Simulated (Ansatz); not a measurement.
**In3Se: tests of the settings**

An exercise on one series of results from a longer session: the logs are not shown, and one member is left open.

Computed with Ansatz 0.2.0 (DFT PBE, scalar-relativistic, plane waves, PAW, unless a step's input says otherwise).

1 further run of the same task is left out (set aside as unsound or not needed).

## The starting structure

Symmetry: Pm-3m, No. 221, cubic system. Conventional cell: a = 4.804 Å, b = 4.804 Å, c = 4.804 Å, α = 90.00°, β = 90.00°, γ = 90.00°. In (site symmetry 4/mmm) is surrounded by 8 In at 3.40 Å and 4 Se at 3.40 Å. Se (site symmetry m-3m) has 12 In at 3.40 Å as nearest neighbours.

Structure file:

```cif
data_structure
_symmetry_space_group_name_H-M 'Pm-3m'
_symmetry_Int_Tables_number 221
_cell_length_a 4.8038
_cell_length_b 4.8038
_cell_length_c 4.8038
_cell_angle_alpha 90.000
_cell_angle_beta 90.000
_cell_angle_gamma 90.000
_cell_volume 110.85
loop_
_atom_site_label
_atom_site_type_symbol
_atom_site_symmetry_multiplicity
_atom_site_Wyckoff_symbol
_atom_site_fract_x
_atom_site_fract_y
_atom_site_fract_z
_atom_site_occupancy
In1 In 3 c 0.00000 0.50000 0.50000 1
Se1 Se 1 a 0.00000 0.00000 0.00000 1
```

The structure comes from the Materials Project (structure only); it is used as listed.

## The base input

Contents of input.yaml:

```yaml
crystal:
  lattice:
    - [4.803758, 0.0, 0.0]
    - [0.0, 4.803758, 0.0]
    - [0.0, 0.0, 4.803758]
  atoms:
    - { symbol: In, position: [0.0, 0.5, 0.5] }
    - { symbol: In, position: [0.5, 0.0, 0.5] }
    - { symbol: In, position: [0.5, 0.5, 0.0] }
    - { symbol: Se, position: [0.0, 0.0, 0.0] }
basis:
  ecutwfc: 420
kpoints:
  mp_grid: { grid: [10, 10, 10] }
hamiltonian:
  xc: pbe
scf:
  occupations: { method: gaussian, width: 0.1 }
output:
  forces: true
  stress: true
  eigenvalues: true
  populations: true
  write_density: true
  write_potential: true
  elf: true
  volumetric_format: npy
```

It was run beforehand and gave: -5565.7775 eV/atom at zero smearing, pressure -0.32 GPa, largest force 0.000 eV/Å, no gap on the mesh, in 7 SCF cycles and 15 s.

The first run:

Contents of input.yaml:

```yaml
crystal:
  lattice:
    - [4.803758, 0.0, 0.0]
    - [0.0, 4.803758, 0.0]
    - [0.0, 0.0, 4.803758]
  atoms:
    - { symbol: In, position: [0.0, 0.5, 0.5] }
    - { symbol: In, position: [0.5, 0.0, 0.5] }
    - { symbol: In, position: [0.5, 0.5, 0.0] }
    - { symbol: Se, position: [0.0, 0.0, 0.0] }
basis:
  ecutwfc: 150
kpoints:
  mp_grid: { grid: [10, 10, 10] }
hamiltonian:
  xc: pbe
scf:
  occupations: { method: gaussian, width: 0.1 }
output:
  forces: true
  stress: true
  eigenvalues: true
```

Run with:

```
$ ansatz run input.yaml --threads 1 --pin off --max-ram 2560MiB --backend cpu --events-out ev --progress --plain --runs-dir out
```

Among the steps run: Plane-wave cutoff set to 150 eV; Plane-wave cutoff: 200 eV; Plane-wave cutoff set to 250 eV; Plane-wave cutoff set to 300 eV; Plane-wave cutoff set to 350 eV; Plane-wave cutoff: 380 eV; Plane-wave cutoff set to 460 eV; Plane-wave cutoff: 520 eV; Plane-wave cutoff: 600 eV; Plane-wave cutoff: 700 eV; Plane-wave cutoff set to 850 eV.

One of the session's tables, all rows but one given; the rest of the session is left out.

| cutoff (eV) | ΔE (meV/atom) | pressure (GPa) |
| --- | --- | --- |
| 150 | 44578 | -25.71 |
| 200 | ? | ? |
| 250 | 777 | -0.71 |
| 300 | 55.8 | -0.25 |
| 350 | 2.64 | -0.32 |
| 380 | 1.71 | -0.32 |
| 420 | 1.12 | -0.32 |
| 460 | 0.44 | -0.32 |
| 520 | 0.15 | -0.32 |
| 600 | 0.08 | -0.32 |
| 700 | 0.04 | -0.32 |
| 850 | 0.00 | -0.32 |

**Question.** Estimate the row for cutoff (eV) = 200.

Worked estimate for «ΔE (meV/atom)». A straight line through the neighbours (150, 44578) and (250, 777) gives 44578 + (777 − 44578) × (200 − 150) / (250 − 150) = 22678; a parabola fitted to 3 rows on both sides gives 15618.

As computed: ΔE (meV/atom): 6705; pressure (GPa): -3.31. In «ΔE (meV/atom)» the line misses by +15973 and the parabola by +8913.

To keep in mind: The settings are coarse, so take the values as rough. The final runs have no spin polarisation, so no magnetic state was tried and one may lie lower. Warnings in the runs' records: cutoff below recommended.
